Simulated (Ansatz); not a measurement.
# Sr (Strontium): a relaxation

Aim: a sound relaxation of Sr (Strontium).

The COD cell was measured well above room temperature, so it is larger than a cold one.

Program: Ansatz 0.2.0. Level of theory: DFT, LDA, PAW with Ansatz's default frozen-core files, scalar-relativistic; relaxation of cell and atoms. These are calculated values, not measurements.

### Step 1. The structure to begin with

Symmetry: Im-3m, No. 229, cubic system. Conventional cell: a = 4.870 Å, b = 4.870 Å, c = 4.870 Å, α = 90.00°, β = 90.00°, γ = 90.00°. Sr (site symmetry m-3m) has 8 Sr at 4.22 Å as nearest neighbours.

As a file:

```
Sr
1.0
    -2.43500    2.43500    2.43500
     2.43500   -2.43500    2.43500
     2.43500    2.43500   -2.43500
Sr
1
Direct
  0.00000 0.00000 0.00000
```

### Step 2. The calculation

The input, input.yaml:

```yaml
crystal:
  lattice:
    - [-2.435, 2.435, 2.435]
    - [2.435, -2.435, 2.435]
    - [2.435, 2.435, -2.435]
  atoms:
    - { symbol: Sr, position: [0.0, 0.0, 0.0] }
kpoints:
  mp_grid: { grid: [10, 10, 10] }
scf:
  occupations: { method: fermi_dirac, width: 0.05 }
  mixing: { algorithm: anderson, beta: 1.0, ndim: 1, preconditioner: none }
  max_iter: 60
hamiltonian:
  xc: lda
  pseudopotentials: { kind: paw }
relax:
  f_tol: 0.002
  max_steps: 80
  cell: {}
output:
  forces: true
  stress: true
```

Started as:

```console
$ ansatz run input.yaml --threads 1 --pin off --max-ram 3072MiB --backend cpu --events-out ev --progress --plain --runs-dir out
```

Q: Will this input give a usable result? If not, why, and what should change?

This run ends as converged. Convergence says nothing about whether the input makes sense.

The suspect setting: scf.mixing.algorithm is anderson; scf.mixing.beta is 1.0; scf.mixing.ndim is 1; scf.mixing.preconditioner is none. The risk: mixing too aggressive. Here it converged all the same; such a setting changes the road, not the converged state. Several mixing settings were changed at once, so this run can't tell how much each is to blame.

To check: delete scf.mixing.algorithm, scf.mixing.beta, scf.mixing.ndim and scf.mixing.preconditioner (the default then holds).
